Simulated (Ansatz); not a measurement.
Consider a comparison of norm-conserving and PAW potentials of RbBa₃, space group Fm-3m (Ansatz 0.2.0, Python API).

Script `run_nc_paw.py`:
```python
# -*- coding: utf-8 -*-
"""Two kinds of potentials on RbBa3."""

import ansatz as az
import numpy as np


def count_gap(report):
    # lowest empty less highest filled band, counting bands; zero where they overlap
    return max(report.get("gap_by_band_count_ev") or 0.0, 0.0)

rbba3 = (
    az.Lattice.of((0.0, 5.181155, 5.181155), (5.181155, 0.0, 5.181155), (5.181155, 5.181155, 0.0))
    .atom("Rb", (0.0, 0.0, 0.0))
    .atom("Ba", (0.25, 0.25, 0.25))
    .atom("Ba", (0.75, 0.75, 0.75))
    .atom("Ba", (0.5, 0.5, 0.5))
)

job = rbba3.calculation()
job = job.scf(tolerance=1e-07).occupations("cold", width=0.1)
job = job.kpoints(spacing=0.29)
job = job.functional("lda")
job = job.stress()
job = job.forces()
job = job.band_table()
variants = {
    "PAW": job.pseudopotentials("paw"),
    "norm-conserving": job.pseudopotentials("nc"),
}
# totals differ by the cores that each treatment holds, so compare what does not depend on them
rows = []
for label, variant in variants.items():
    rep = variant.run(threads=1).report
    levels = np.array(rep["eigenvalues_ev"][0]) - rep["fermi_energy_ev"]
    print(label, "levels at the first k-point near E_F:", np.round(levels[np.abs(levels) < 5], 3))
    rows.append((label, rep["n_electrons"], np.trace(rep["stress_gpa"]) / 3, count_gap(rep)))
print("     treatment  electrons in bands           P GPa  gap by band count eV")
for row in rows:
    print(f"{str(row[0]):>14s}  {row[1]:18.1f}  {row[2]:14.3f}  {row[3]:20.3f}")
```

How well do the two treatments of the cores agree on the pressure?

PAW gives -0.897 GPa and norm-conserving -0.900 GPa, 0.003 GPa apart. They took 3.3 and 7.8 s of processor time.

The run itself:

```console
$ python run_nc_paw.py
DeckWarning: basis.ecutwfc = 420 eV, auto-derived from the records' recommended cutoffs: set by Rb (normal level)
DeckWarning: output.stress: scf.convergence.dr2_threshold = 1e-7 eV (the SCF's general default) is looser than the 4e-10 eV advised for a printed stress (1e-10 eV for each atom of the cell: 4). What an SCF threshold leaves in a stress goes as its square root, and in the free energy as the threshold itself, and one threshold admits the most on a small cell: of the crystals measured, under no hybrid functional and no lock of the moments, on runs that ended without the residual-converged pass, on [...]
PAW levels at the first k-point near E_F: [-2.574 -0.159 -0.159  0.458  0.458  0.458  0.711  0.711]
DeckWarning: basis.ecutwfc = 770 eV, auto-derived from the records' recommended cutoffs: set by Ba (normal level)
norm-conserving levels at the first k-point near E_F: [-2.575 -0.158 -0.158  0.458  0.458  0.458  0.71   0.71 ]
     treatment  electrons in bands           P GPa  gap by band count eV
           PAW                39.0          -0.897                 0.000
norm-conserving                39.0          -0.900                 0.000
```
(Warnings from the package without file and line, shortened.)

Notes:
- The computed bands are complete only to about 0.7 eV above the Fermi level.
- For a metal this k-point mesh is coarse: on a finer one energies can move by several to tens of meV an atom and pressures by half a GPa or more, differences at one mesh by less.
- A gap by band count of zero or less means overlapping bands, a metal, and at an odd count of electrons it is no gap at all.
- The structure comes from a database of computed cells and needn't be a stable or known phase.
- Gaps and levels are Kohn-Sham values on a finite set of k-points, without spin-orbit coupling.
- Stress is positive in compression.
- The whole script took 16 s on 1 thread of Intel(R) Xeon(R) Processor @ 2.30GHz (shared host), peak memory 0.82 GiB.

(A comment or docstring line of the script was reworded after the run, the code is as it ran.)
